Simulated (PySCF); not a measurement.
# Cl3HSi (Trichlorosilane): the cost of one run

Programs: PySCF 2.14.0, with density-fitted response routines of our own. Each step states its level of theory. These are calculated values for one molecule in the gas phase, unless marked as measured. Atoms count from 0, in the outputs and in this text.

## 1. Starting geometry

5 atoms, charge 0, multiplicity 1; geometry from: GFN2-xTB.

Bonds of the start (Å): Cl0–Si1 2.01, Si1–Cl2 2.01, Si1–Cl3 2.01, Si1–H4 1.45.

## 2. Optimising the geometry at PBE0-D3(BJ)/def2-SVP

Job settings and geometry (Å):

```
{"job": {"xc": "PBE0", "basis": "def2-SVP", "d3": "d3bj", "grid": 1, "kind": "geom"}, "charge": 0, "multiplicity": 1}
Cl    -0.933520     1.654230    -0.551360
Si     0.007640     0.002890     0.102230
Cl    -0.990870    -1.634110    -0.501560
Cl     1.877720    -0.038600    -0.635420
H      0.056280     0.021300     1.551730
```

Run with:

```bash
$ OMP_NUM_THREADS=1 python probes_run.py task.json out
```

One launch serves the whole session: the jobs run in the order shown.

**Question.** How long does this first job take on 1 thread of Arm Neoverse V2, shared host, and how much memory does it need?

About 6.1 s, with a peak of 0.38 GiB.
